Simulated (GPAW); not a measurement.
The system is CuI.

```
Cu I
1.0
     0.00000    3.03150    3.03150
     3.03150    0.00000    3.03150
     3.03150    3.03150    0.00000
Cu I
1 1
Direct
  0.75000 0.75000 0.75000
  0.00000 0.00000 0.00000
```

Base run:

```yaml
Program: GPAW 26.7.0
Functional: GLLB-SC
Potentials_or_basis: the program's PAW data sets (release 1.2.1) made for this functional
Cutoff: 600 eV
Basis: pw
k_mesh: 7 × 7 × 7
Occupations: fermi-dirac, width 0.05 eV
Spin: no spin polarisation
```

Its results: band gap on the k mesh, kohn-sham part alone 1.78 eV, direct.

Question: The run is repeated on the same cell with these changes: functional from GLLB-SC to TB-mBJ; potentials or basis from the program's PAW data sets (release 1.2.1) made for this functional to GPAW PAW data sets for LDA (gpaw-data 1.2.1). What comes out?

Answer: Band gap on the k mesh 2.18 eV, direct.

Caveats: a model potential gives levels but no total energy; spin-orbit coupling is left out, which moves the levels of the heavy elements; an odd mesh through Γ misses points on the zone boundary, where band edges often lie.

Not every run made on this cell is shown here.
